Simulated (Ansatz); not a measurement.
# HgTe: the cost of one run

Method: DFT LDA, scalar-relativistic, plane waves, PAW, and further levels as typed in the inputs, in Ansatz 0.2.0.

## (1) The starting structure

The structure is cubic, space group F-43m (No. 216). Conventional cell: a = 6.453 Å, b = 6.453 Å, c = 6.453 Å, α = 90.00°, β = 90.00°, γ = 90.00°. Hg (site symmetry -43m) has 4 Te at 2.79 Å as nearest neighbours. Te (site symmetry -43m) is surrounded by 4 Hg at 2.79 Å.

Structure file:

```
Hg Te
1.0
     0.00000    3.22650    3.22650
     3.22650    0.00000    3.22650
     3.22650    3.22650    0.00000
Hg Te
1 1
Cartesian
  0.0000 0.0000 0.0000
  1.6133 1.6133 1.6133
```

## (2) Single point: HgTe, no spin

Contents of input.yaml:

```yaml
crystal:
  lattice:
    - [0.0, 3.2265, 3.2265]
    - [3.2265, 0.0, 3.2265]
    - [3.2265, 3.2265, 0.0]
  atoms:
    - { symbol: Hg, position: [0.0, 0.0, 0.0] }
    - { symbol: Te, position: [0.25, 0.25, 0.25] }
scf:
  occupations: { method: gaussian, width: 0.01 }
output:
  eigenvalues: true
  eigenstates: { kpoints: [[0, 0, 0]], top_band: c4, e_range: [-2.5, 2.5] }
  write_density: true
  write_potential: true
  elf: true
  volumetric_format: npy
hamiltonian:
  xc: lda
kpoints:
  mp_grid: { grid: [10, 10, 10] }
```

Launch:

```sh
$ ansatz run input.yaml --threads 8 --pin off --max-ram 24576MiB --backend cpu --events-out ev --progress --plain --runs-dir out
```

**Question.** How long does this run take on 8 threads of Intel Xeon Platinum 8375C at 2.90GHz (Ice Lake), shared host, and how much memory does it need?

About 1.2 s, with a peak of 0.53 GiB.
